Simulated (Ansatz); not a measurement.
# MgRh (Pm-3m): equation of state with a fit in Python

Where is the equilibrium volume of MgRh (Pm-3m), and how stiff is it? Wanted for MgRh (Pm-3m): an equation of state with a fit.

Program: Ansatz 0.2.0, driven from Python. Level of theory: DFT r2SCAN, plane waves, PAW. These are calculated values, not measurements.

## Step 1: Starting point

It takes space group Pm-3m (No. 221, cubic). Conventional cell: a = 3.099 Å, b = 3.099 Å, c = 3.099 Å, α = 90.00°, β = 90.00°, γ = 90.00°. Mg (site symmetry m-3m) has 8 Rh at 2.68 Å as nearest neighbours. Rh (site symmetry m-3m) is surrounded by 8 Mg at 2.68 Å.

The script holds or builds the structure itself.

## Step 2: The script

eos_mgrh.py

```python
"""Energy against volume for MgRh, with a fit."""

import logging
import sys

import ansatz as az
import numpy as np
from scipy.optimize import curve_fit

logging.basicConfig(stream=sys.stdout, format="%(levelname)s %(message)s")
log = logging.getLogger("calc")
log.setLevel(logging.INFO)

XC = "r2scan"
OCCUPATIONS = "fermi_dirac"
KMESH = (7, 7, 7)

VECTORS = np.array([
    [3.0992, 0.0, 0.0],
    [0.0, 3.0992, 0.0],
    [0.0, 0.0, 3.0992],
])
SITES = [
    ("Mg", (0.0, 0.0, 0.0)),
    ("Rh", (0.5, 0.5, 0.5)),
]


def make_crystal(cell):
    crystal = az.Crystal(lattice=az.Lattice.of(cell))
    for symbol, position in SITES:
        crystal = crystal.atom(symbol, position)
    return crystal

def vinet(v, e0, v0, b0, b1):
    eta = (v / v0) ** (1 / 3)
    return e0 + 2 * b0 * v0 / (b1 - 1) ** 2 * (2 - (5 + 3 * b1 * (eta - 1) - 3 * eta) * np.exp(-1.5 * (b1 - 1) * (eta - 1)))


def main() -> None:
    # scale the volume, keep shape and fractions
    volumes, energies = [], []
    for scale in np.linspace(0.95, 1.07, 5):
        cell = VECTORS * scale ** (1 / 3)
        job = (
            make_crystal(cell).calculation()
            .functional(XC)
            .occupations(OCCUPATIONS, width=100 * az.meV)  # smearing steadies the SCF of a metal
            .basis(41 * az.Ry)
            .kpoints(*KMESH)
        )
        summary = job.run(threads=1, backend="cpu").report
        volumes.append(abs(np.linalg.det(cell)) / len(SITES))
        energies.append(summary["free_energy_ev"] / len(SITES))
        log.info(f"V = {volumes[-1]:8.4f} A^3/atom  F = {energies[-1]:.5f} eV/atom")

    guess = (min(energies), volumes[int(np.argmin(energies))], 0.5, 4.5)
    (e0, v0, b0, b1), _ = curve_fit(vinet, np.array(volumes), np.array(energies), p0=guess, maxfev=20000)
    log.info(f"Vinet fit: V0 = {v0:.4f} A^3/atom, B0 = {160.21766 * b0:.1f} GPa, B1 = {b1:.2f}")
    print("largest residual", round(1000 * float(np.abs(vinet(np.array(volumes), e0, v0, b0, b1) - energies).max()), 3), "meV/atom")


if __name__ == "__main__":
    main()
```

## Step 3: The calls as engine input

The engine receives this input (first run):

```yaml
crystal:
  lattice:
    - [3.046661036665838, 0.0, 0.0]
    - [0.0, 3.046661036665838, 0.0]
    - [0.0, 0.0, 3.046661036665838]
  atoms:
    - { symbol: Mg, position: [0.0, 0.0, 0.0] }
    - { symbol: Rh, position: [0.5, 0.5, 0.5] }
basis:
  ecutwfc: 557.833418042754
kpoints:
  mp_grid:
    grid: [7, 7, 7]
hamiltonian:
  xc: r2scan
scf:
  occupations:
    method: fermi_dirac
    width: 0.1
```

## Step 4: Running it

The run is started by

```sh
python eos_mgrh.py
```

**Question.** Where does the minimum lie against the volume typed, and how stiff is the crystal?

The runs gave:

```
                      quantity           value
                 runs compared               5
               range of energy  29.79 meV/atom
lowest point, volume (Å³/atom)          14.586
      equilibrium volume (fit)   14.78 Å³/atom
            bulk modulus (fit)         127 GPa
```

In words: A third-order Birch-Murnaghan fit through the 5 points (the script's own form may differ a little) has its minimum at 14.78 Å³ an atom, 0.7 % below the typed cell, with a bulk modulus of 127 GPa and dB/dP = 4.5. From that minimum the energy rises by 11.9 meV an atom on the compressed side and 30.8 meV on the expanded side. Reading the output:
- Total energies depend on the potentials; only differences at equal settings carry meaning.
- The mesh is modest for a metal, so energies are good to some meV an atom at best, and derived values to several per cent.
- The smearing is wide enough that free energy and stress hold a thermal part of the electrons.
- The structure is a deposited one; the phase is the one named, whichever is stable at ambient conditions.
